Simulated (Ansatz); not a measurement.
# C2H7NSi: basis-set convergence

One table from this session's results is given with a row withheld; the runs are named, their logs left out.

Program: Ansatz 0.2.0, Gaussian basis. Level of theory: one geometry, several basis sets. These are calculated values, not measurements.

Levels to be run: PBE0-D4/def2-SVP; ωB97M-V/def2-SVP; PBE0-D4/def2-QZVPP; ωB97M-V/def2-QZVPP; the functionals' def2-TZVPP values are taken from earlier runs.

## Structure used throughout

All runs share one geometry, relaxed beforehand with PBE0-D4 in a triple-zeta def2 set.

SMILES `C1NC[SiH2]1`, 11 atoms, charge 0, spin multiplicity 1.

Atoms are counted from 1 here; the program's logs count them from 0.

Bond lengths: C1–N2 1.475 Å, C1–Si4 1.890 Å, C1–H5 1.091 Å, C1–H6 1.100 Å, N2–C3 1.475 Å, N2–H7 1.013 Å, C3–Si4 1.890 Å, C3–H8 1.100 Å, C3–H9 1.091 Å, Si4–H10 1.489 Å, Si4–H11 1.486 Å. Angles: N2–C1–Si4 85.8°, N2–C1–H5 113.5°, N2–C1–H6 114.4°, Si4–C1–H5 120.7°, Si4–C1–H6 112.2°, H5–C1–H6 108.9°, C1–N2–C3 103.9°, C1–N2–H7 114.9°, C3–N2–H7 114.9°, N2–C3–Si4 85.8°, N2–C3–H8 114.4°, N2–C3–H9 113.5°, Si4–C3–H8 112.2°, Si4–C3–H9 120.7°, H8–C3–H9 108.9°, C1–Si4–C3 75.8°, C1–Si4–H10 119.6°, C1–Si4–H11 114.9° and more.

Geometry (Å):

```
C    -0.3739    1.0962   -0.2613
N    -0.4983    0.3153    0.9837
C     0.3803   -0.8481    0.7607
Si    0.0799   -0.5454   -1.0803
H    -1.2890    1.6230   -0.5373
H     0.4636    1.8096   -0.2693
H    -0.3101    0.8345    1.8324
H     1.4313   -0.6853    1.0421
H     0.0235   -1.7608    1.2414
H     1.2237   -0.6018   -2.0318
H    -1.0656   -1.2942   -1.6595
```

The first run:

File in.yaml:

```yaml
crystal:
  periodic: [false, false, false]
  atoms:
    - {symbol: C, position_ang: [-0.373901, 1.096156, -0.261318]}
    - {symbol: N, position_ang: [-0.498306, 0.315307, 0.983691]}
    - {symbol: C, position_ang: [0.380275, -0.848142, 0.760714]}
    - {symbol: Si, position_ang: [0.079859, -0.545385, -1.080323]}
    - {symbol: H, position_ang: [-1.289014, 1.623010, -0.537322]}
    - {symbol: H, position_ang: [0.463598, 1.809587, -0.269306]}
    - {symbol: H, position_ang: [-0.310080, 0.834460, 1.832421]}
    - {symbol: H, position_ang: [1.431334, -0.685287, 1.042139]}
    - {symbol: H, position_ang: [0.023512, -1.760755, 1.241382]}
    - {symbol: H, position_ang: [1.223742, -0.601768, -2.031834]}
    - {symbol: H, position_ang: [-1.065617, -1.294182, -1.659544]}
basis:
  gaussian: {orbitals: def2-SVP}
hamiltonian: {xc: pbe0, dispersion: d4}
output: {orbitals: {seedname: orbitals}}
```

Command:

```
> ansatz run in.yaml --threads 2 --pin off --events-out ev --progress --plain --max-ram 4352MiB
```

Steps of the session up to this table: PBE0-D4 in def2-SVP; ωB97M-V in def2-SVP; PBE0-D4 in def2-QZVPP; ωB97M-V in def2-QZVPP.

One table of the session follows, with a row left open; its other results are not shown here.

```
functional       basis  HOMO (eV)  LUMO (eV)
   PBE0-D4    def2-SVP          ?          ?
   PBE0-D4  def2-TZVPP      -6.54       0.26
   PBE0-D4  def2-QZVPP      -6.58       0.09
   ωB97M-V    def2-SVP      -8.70       2.65
   ωB97M-V  def2-TZVPP      -8.90       1.82
   ωB97M-V  def2-QZVPP      -8.94       1.40
```

**Question.** Estimate the row for PBE0-D4, def2-SVP.

The run gave: HOMO (eV): -6.35; LUMO (eV): 0.77. In the column «HOMO (eV)» it is the highest.
